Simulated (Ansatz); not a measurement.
This script for the Python package of Ansatz (0.2.0) starts 3 runs on BI (charge +1). What input does the engine get in each?

The script, `ip_bi.py`:
```python
"""Vertical ionisation energy of BI(+)."""

import ansatz

BASIS_SET = "def2-SVP"
FUNCTIONAL = "CAM-B3LYP"


def energy_of(molecule, charge=0, unpaired=0):
    calc = molecule.calculation().basis(gaussian=BASIS_SET).functional(FUNCTIONAL)
    if charge:
        calc = calc.charge(charge)
    if unpaired:
        calc = calc.spin("collinear", total=unpaired)
    return calc.run(threads=1).report["free_energy_ev"]


def main() -> None:
    geometry_ang = [
        ("B", (0.0, 0.0, 0.0)),
        ("I", (0.0, 0.0, 2.225)),
    ]
    mol = ansatz.Crystal.molecule()
    for symbol, xyz in geometry_ang:
        mol = mol.atom(symbol, xyz)

    # total-energy differences at one geometry
    parent = energy_of(mol, 1, 1)
    cation = energy_of(mol, 2, 0)
    print(f"E(N)   = {parent:.5f} eV")
    print(f"E(N-1) = {cation:.5f} eV  (0 unpaired)")
    print(f"vertical ionisation energy {cation - parent:.3f} eV")
    other = energy_of(mol, 2, 2)
    print(f"to the state with 2 unpaired electrons: {other - parent:.3f} eV")


if __name__ == "__main__":
    main()
```

Run 1:
```yaml
crystal:
  periodic: [false, false, false]
  atoms:
    - { symbol: B, position_ang: [0.0, 0.0, 0.0] }
    - { symbol: I, position_ang: [0.0, 0.0, 2.225] }
basis:
  gaussian:
    orbitals: def2-SVP
hamiltonian:
  xc: cam_b3lyp
magnetization:
  spin_polarized: true
  initial_magnetization: 1.0
total_charge: 1.0
```

Run 2, against run 1:
```diff
-magnetization:
-  spin_polarized: true
-  initial_magnetization: 1.0
-total_charge: 1.0
+total_charge: 2.0
```

Run 3, against run 1:
```diff
-  initial_magnetization: 1.0
-total_charge: 1.0
+  initial_magnetization: 2.0
+total_charge: 2.0
```

```console
$ python ip_bi.py
E(N)   = -8763.66202 eV
E(N-1) = -8745.04055 eV  (0 unpaired)
vertical ionisation energy 18.621 eV
to the state with 2 unpaired electrons: 17.431 eV
```

What to keep in mind:
- Total energies depend on the basis set; only differences at equal settings carry meaning.
- The geometry is a force-field or estimated start, not a minimum of this method, and the basis set is short of its limit. All parts are taken at fixed geometry, without zero-point energy. At an unrelaxed start these energies can be a whole eV from those at the minimum, and a small affinity can change sign.
- def2 sets replace the cores of elements past krypton by effective core potentials.
- The run takes the species as open-shell (spin multiplicity 2), which needn't be its ground state.
- Only the spin states typed were run; another state of an ion can lie lower, by up to an eV or two.
- The spin state was assumed, and another may lie lower.
- The whole script took 3.8 s on 1 thread of Arm Neoverse V2, with other jobs on the host, peak memory 0.16 GiB.
